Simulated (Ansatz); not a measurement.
This script drives Ansatz 0.2.0, Python API.

`elastic.py`
```python
"""Elastic constants of TiAl."""

from dataclasses import replace
import warnings

import ansatz
import numpy as np

config = {
    "xc": "lda",
    "ecut": 550,
    "occupations": "Fermi-Dirac",
    "mesh": (17, 17, 9),
}

warnings.simplefilter("ignore", ansatz.DeckWarning)

structure = (
    ansatz.Lattice.from_parameters(2.867262, 2.867262, 4.678083, alpha=90.0, beta=90.0, gamma=120.0)
    .atom("Ti", (0.0, 0.0, 0.0))
    .atom("Al", (1 / 3, 2 / 3, 0.5))
)

setup = (
    structure.calculation()
    .functional(config["xc"])
    .basis(config["ecut"])
    .occupations(config["occupations"])
    .kpoints(*config["mesh"])
)
# first bring the cell to zero stress
rest = setup.relax(cell=True).run(threads=1).lattice
relaxed = ansatz.Crystal(lattice=ansatz.Lattice.of(rest.cell_ang))
for site in rest.sites:
    relaxed = relaxed.atom(site.symbol, site.position_frac)
setup = replace(setup, crystal=relaxed)
print("relaxed volume {:.3f} A^3".format(abs(np.linalg.det(rest.cell_ang))))
res = setup.elastic("relaxed_ion", amplitude=0.003).run(threads=1)
elastic = res.elastic

print("C_ij (GPa), Voigt order xx yy zz yz xz xy")
for row in elastic.c_gpa:
    print(" ".join(f"{value:8.1f}" for value in row))
print("smallest eigenvalue of C:", round(elastic.stability.min_eigenvalue_gpa, 1), "GPa; stable:", elastic.stability.stable)
# averaged moduli need a positive definite tensor
if elastic.stability.min_eigenvalue_gpa > 0:
    m = elastic.moduli
    anisotropy = 5 * m.g_voigt_gpa / m.g_reuss_gpa + m.k_voigt_gpa / m.k_reuss_gpa - 6
    print(f"Voigt K {m.k_voigt_gpa:.1f} G {m.g_voigt_gpa:.1f}; Reuss K {m.k_reuss_gpa:.1f} G {m.g_reuss_gpa:.1f}; universal anisotropy index {anisotropy:.3f}")
```

It is started by `python elastic.py`. How long does it take on 1 thread of Arm Neoverse V1 (shared host), and how much memory does it need?

It took about 15 min, with a peak of 0.85 GiB, for 2 runs of the engine.

```console
$ python elastic.py
relaxed volume 31.494 A^3
C_ij (GPa), Voigt order xx yy zz yz xz xy
   116.3    138.0     73.4     -0.0      0.0     -0.0
   138.0    116.3     73.4     -0.0     -0.0     -0.0
    73.9     73.9    249.1     -0.0     -0.0     -0.0
     0.0      0.0      0.0     72.5     -0.0     -0.0
     0.0      0.0      0.0     -0.0     72.5     -0.0
     0.0      0.0      0.0      0.0      0.0    -10.9
smallest eigenvalue of C: -21.7 GPa; stable: False
```

The run is spin-unpolarised. The cell stands under an uneven stress, so these stress-strain coefficients aren't symmetric, and eigenvalues smaller than that stress decide nothing. The structure comes from a database of computed cells and needn't be a stable or known phase. Shear constants of a metal converge slowly with the k-point mesh and can be wrong in sign on a coarse one; the constants belong to the cell that was strained.

(A comment or docstring line of the script was reworded after the run, the code is as it ran.)
